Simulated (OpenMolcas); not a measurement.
**Tc²⁺ among point charges: CASSCF and CASPT2 levels and susceptibility**

Aim: the splitting of the states of Tc²⁺ in the field of 6 point charges, its lowest levels with spin-orbit coupling and its magnetic susceptibility.

The numbers are computed with OpenMolcas 26.06 (state-averaged CASSCF and CASPT2, spin-orbit coupling by RASSI with atomic mean-field integrals), except any that are marked as measured or tabulated.

**1. The atom as given**

```
Species                           : Tc²⁺ (technetium, Z = 43, 41 electrons)
Basis                             : ANO-RCC-VDZP [6s5p3d1f], 43 functions
Scalar Hamiltonian                : DKH2, point nucleus
Inactive shells                   : 1s 2s 2p 3s 3p 3d 4s 4p
Active space                      : 5 electrons in 5 orbitals (4d)
Some configurations of this space : 4d5
Orbitals                          : optimised for each spin and parity, averaged over all roots
```

The outer shells:

4d5
```
4d [↑ ][↑ ][↑ ][↑ ][↑ ]
```

The ion sits among 6 point charges of -1 e arranged as an octahedron (Oh), 1.9 Å from the ion.

Each step is its own input file, run in one work folder so that later steps find the files of earlier ones. Labels, J, g values, rates, χT and fits are worked out afterwards by a script from the matrices that RASSI stores. The input lists half of the charges; inversion (Group=XYZ) makes the rest.

**2. One- and two-electron integrals**

Contents of a.inp:

```
&GATEWAY
Coord
1

Tc 0.0 0.0 0.0
Basis=ANO-RCC-VDZP
Group=XYZ
NoMove
AngMom=0.0 0.0 0.0
AMFI
XField
3 Angstrom 0
1.900000 0.000000 0.000000 -1.000000
0.000000 1.900000 0.000000 -1.000000
0.000000 0.000000 1.900000 -1.000000
&SEWARD
```

Command:

```console
$ OMP_NUM_THREADS=1 MOLCAS_MEM=1689 MOLCAS_PROJECT=a pymolcas a.inp > a.log
```

**3. Reference wave functions, sextets of even parity, 1 root**

Contents of a.inp:

```
&RASSCF
FileOrb=start.orb
Symmetry=1
Spin=6
nActEl=5 0 0
Inactive=9 9
Ras2=5 0
CIRoot=1 1 1
SDav=1
CIMx=300
Iter=120 100
PrWF=0.3
OrbListing=Nothing
MaxOrb=0
>>> COPY $Project.JobIph JOB001
```

start.orb holds the contracted functions of the basis, ordered by shell, or the orbitals of the step before.

**4. Reference wave functions, quartets of even parity, 24 roots**

Contents of a.inp:

```
&RASSCF
FileOrb=start.orb
Symmetry=1
Spin=4
nActEl=5 0 0
Inactive=9 9
Ras2=5 0
CIRoot=24 24 1
SDav=24
CIMx=300
Iter=120 100
PrWF=0.3
OrbListing=Nothing
MaxOrb=0
>>> COPY $Project.JobIph JOB002
```

**5. Reference wave functions, doublets of even parity, 75 roots**

Contents of a.inp:

```
&RASSCF
FileOrb=start.orb
Symmetry=1
Spin=2
nActEl=5 0 0
Inactive=9 9
Ras2=5 0
CIRoot=75 75 1
SDav=75
CIMx=300
Iter=120 100
PrWF=0.3
OrbListing=Nothing
MaxOrb=0
>>> COPY $Project.JobIph JOB003
```

**6. State interaction with spin-orbit coupling**

Contents of a.inp:

```
&RASSI
NrOfJobIphs=3 1 24 75
1
1 2 3 4 5 6 7 8 9 10 11 12 13 14 15 16 17 18 19 20 21 22 23 24
1 2 3 4 5 6 7 8 9 10 11 12 13 14 15 16 17 18 19 20 21 22 23 24 25 26 27
28 29 30 31 32 33 34 35 36 37 38 39 40 41 42 43 44 45 46 47 48 49 50 51
52 53 54 55 56 57 58 59 60 61 62 63 64 65 66 67 68 69 70 71 72 73 74 75
IphNames
JOB001
JOB002
JOB003
EJob
SpinOrbit
DIPRint=1.0
SOCoupling=1000.0
Subsets=2
Property=9
'ANGMOM' 1 'ANGMOM' 2 'ANGMOM' 3 'MLTPL  1' 1 'MLTPL  1' 2 'MLTPL  1' 3
'AMFI' 1 'AMFI' 2 'AMFI' 3
SOProperty=3
'ANGMOM' 1 'ANGMOM' 2 'ANGMOM' 3
```

**7. CASPT2: IPEA 0.25, imaginary shift 0.1 (closed shells correlated: 4s 4p)**

Contents of a.inp:

```
>>> COPY JOB001 $Project.JobIph
&CASPT2
Multistate=1 1
Frozen=8 6
IPEA=0.25
Imaginary=0.1
MaxIter=60
WThr=0.0 0.3 0.05
PrWF=0.5
NoMix
>>> COPY JOB002 $Project.JobIph
&CASPT2
Multistate=24 1 2 3 4 5 6 7 8 9 10 11 12 13 14 15 16 17 18 19 20 21 22
23 24
NoMult
Frozen=8 6
IPEA=0.25
Imaginary=0.1
MaxIter=60
WThr=0.0 0.3 0.05
PrWF=0.5
NoMix
>>> COPY JOB003 $Project.JobIph
&CASPT2
Multistate=75 1 2 3 4 5 6 7 8 9 10 11 12 13 14 15 16 17 18 19 20 21 22
23 24 25 26 27 28 29 30 31 32 33 34 35 36 37 38 39 40 41 42 43 44 45 46
47 48 49 50 51 52 53 54 55 56 57 58 59 60 61 62 63 64 65 66 67 68 69 70
71 72 73 74 75
NoMult
Frozen=8 6
IPEA=0.25
Imaginary=0.1
MaxIter=60
WThr=0.0 0.3 0.05
PrWF=0.5
NoMix
```

(Steps that only read results are left out.)

**Question.** What will these runs give? Wanted: spin-free ground state; lowest level; next level.

The runs gave:

```
                 quantity                                                                        value
                   method  SS-CASPT2, IPEA 0.25, imaginary shift 0.1 (closed shells correlated: 4s 4p)
   spin-free ground state                                              6A1, 1-fold in its orbital part
             lowest level                                              2-fold Γ7, g = 3.33, 3.33, 3.33
               next level                                                                     0.5 cm⁻¹
              χT at 300 K                                                               4.37 cm³ K/mol
effective moment at 300 K                                                                      5.91 μB
```

Cost by method:

```csv
method,time of its own steps,time with the reference
A. CASSCF,24 s,24 s
"B. SS-CASPT2, IPEA 0.25, imaginary shift 0.1, +4s 4p",7.3 s,32 s
```

Times are of one thread on a shared host.

The spin-free ground state (6A1) comes to 100 % from free-ion S terms and keeps the highest spin of the shell. χT at 300 K is 4.37, against 4.39 cm³ K/mol for the spin alone, as a half-filled shell (L = 0) has no orbital moment. An active space of the d shell alone favours high spin; real ions in strong fields can be low spin. A ligand-field fit to the states below 45000 cm-1 gives 10Dq = 9815 cm-1, B = 661 cm-1 and C = 2941 cm-1 (C/B = 4.45), with a deviation of 604 cm-1. CASPT2 does not keep the components of a term degenerate, and the means are used. The field of point charges can differ much from that of real complexes. With metal d orbitals alone active, the gaps between spin states are rough; where two lie within a few thousand cm-1, their order is open. This is an electrostatic model: the charges have no orbitals.
